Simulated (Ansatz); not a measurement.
**AsH3+ (doublet): up Jacob's ladder to CCSD(T)**

The task here is to estimate one member of a computed series from the others.

Method: functionals in def2-TZVPP, the program's frozen cores in correlated methods; program: Ansatz 0.2.0, Gaussian basis.

Levels to be run: LDA (SPW92), PBE-D4, revPBE-D4, BLYP-D4, r2SCAN-D4, B97M-V, PBE0-D4, B3LYP-D4, r2SCANh-D4, r2SCAN0-D4, HSE06-D4, BHLYP-D4, CAM-B3LYP-D4, LC-ωPBE, ωB97X-V, ωB97M-V, B2PLYP, PBE-QIDH; CCSD(T)/def2-SVP; CCSD(T)/def2-TZVPP; CCSD(T)/def2-QZVPP; extrapolation to the limit; RPA on PBE.

## The relaxed structure

An earlier PBE0-D4 in a triple-zeta def2 set relaxation fixed the geometry.

SMILES `[AsH3+]`, 4 atoms, charge 1, spin multiplicity 2.

Atoms are counted from 1 here; the program's logs count them from 0.

Bond lengths: As1–H2 1.497 Å, As1–H3 1.497 Å, As1–H4 1.497 Å. Angles: H2–As1–H3 112.5°, H2–As1–H4 112.5°, H3–As1–H4 112.5°.

Geometry (Å):

```xyz
4
AsH3
As   -0.10642    0.24559   -0.16248
H     0.34828    0.78404    1.15816
H    -1.25998   -0.69920   -0.03049
H     1.01812   -0.33044   -0.96519
```

The first run:

in.yaml

```yaml
crystal:
  periodic: [false, false, false]
  atoms:
    - {symbol: As, position_ang: [-0.106419, 0.245594, -0.162480]}
    - {symbol: H, position_ang: [0.348277, 0.784045, 1.158155]}
    - {symbol: H, position_ang: [-1.259976, -0.699196, -0.030488]}
    - {symbol: H, position_ang: [1.018119, -0.330444, -0.965187]}
basis:
  gaussian: {orbitals: def2-TZVPP}
total_charge: 1
magnetization: {spin_polarized: true, initial_magnetization: 1}
hamiltonian: {xc: lda}
output: {orbitals: {seedname: orbitals}}
```

Command:

```bash
$ ansatz run in.yaml --threads 2 --pin off --events-out ev --progress --plain --max-ram 32768MiB --backend cpu
```

Among the steps run: LDA; PBE-D4 (GGA); revPBE-D4 (GGA); BLYP-D4 (GGA); r2SCAN-D4 (meta-GGA); B97M-V (meta-GGA); B3LYP-D4 (hybrid); r2SCANh-D4 (hybrid); r2SCAN0-D4 (hybrid); HSE06-D4 (hybrid); BHLYP-D4 (hybrid); CAM-B3LYP-D4 (range-separated); LC-ωPBE (range-separated); ωB97X-V (range-separated); ωB97M-V (range-separated); B2PLYP (double hybrid); PBE-QIDH (double hybrid).

One table of the session follows, with a row left open; its other results are not shown here.

It belongs to the step «Frontier levels by functional». Levels are read from the orbital files that the runs wrote (highest filled and lowest empty over both spins):

```
  functional  HOMO (eV)  LUMO (eV)  gap (eV)
 LDA (SPW92)     -14.06     -12.79      1.27
      PBE-D4     -14.10     -12.39      1.71
   revPBE-D4     -14.10     -12.24      1.86
     BLYP-D4     -13.88     -12.48      1.40
   r2SCAN-D4     -14.56     -11.89      2.67
      B97M-V     -14.35     -12.46      1.89
     PBE0-D4     -15.35     -11.25      4.10
    B3LYP-D4     -15.03     -11.75      3.28
  r2SCANh-D4     -15.01     -11.49      3.52
  r2SCAN0-D4     -15.68     -10.91      4.77
    HSE06-D4     -14.95     -11.63      3.32
    BHLYP-D4     -16.37     -10.30      6.07
CAM-B3LYP-D4          ?          ?         ?
     LC-ωPBE     -18.16      -8.66      9.50
     ωB97X-V     -17.58      -9.17      8.40
     ωB97M-V     -17.43      -9.21      8.22
```

**Question.** Estimate the row for CAM-B3LYP-D4.

The run gave: HOMO (eV): -16.62; LUMO (eV): -10.28; gap (eV): 6.34. In the column «HOMO (eV)» it lies between ωB97M-V (-17.43) and BHLYP-D4 (-16.37).
